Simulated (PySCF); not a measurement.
# AlCl3GaH3: the cost of one run

Computed with PySCF 2.14.0, with density-fitted response routines of our own, on a single molecule in the gas phase. Atoms count from 0, in the outputs and in this text.

## 1. The starting structure

8 atoms, charge 0, multiplicity 1; geometry from: PBE0-D3(BJ)/def2-SVP.

Bonds of the start (Å): Cl0–Al1 2.10, Al1–Cl2 2.28, Cl2–Ga3 2.39, Ga3–Cl4 2.40, Cl4–Al1 2.28, Al1–H5 1.57, Ga3–H6 1.55, Ga3–H7 1.55.

## 2. Core holes by ΔSCF: SCAN, X2C

What the job is given:

```
{"job": {"kind": "xps"}, "charge": 0, "multiplicity": 1}
Cl    -2.955097     0.981185     0.656727
Al    -1.497180    -0.369940    -0.024625
Cl     0.143221    -0.508388     1.555409
Ga     1.735127     0.279262    -0.044909
Cl    -0.129219     0.738115    -1.479054
H     -1.861250    -1.794394    -0.571716
H      2.221572     1.650180     0.487849
H      2.397832    -0.994258    -0.632173
```

Method: delta-SCF UKS SCAN, pcX-2 on the ionised atom, pcseg-1 elsewhere, spin-free X2C.

Started as:

```bash
OMP_NUM_THREADS=1 python probes_run.py task.json out
```

This one command runs all jobs of the session in turn.

**Question.** How long does this first job take on 1 thread of Arm Neoverse V1, shared host, and how much memory does it need?

About 23 s, with a peak of 0.53 GiB.
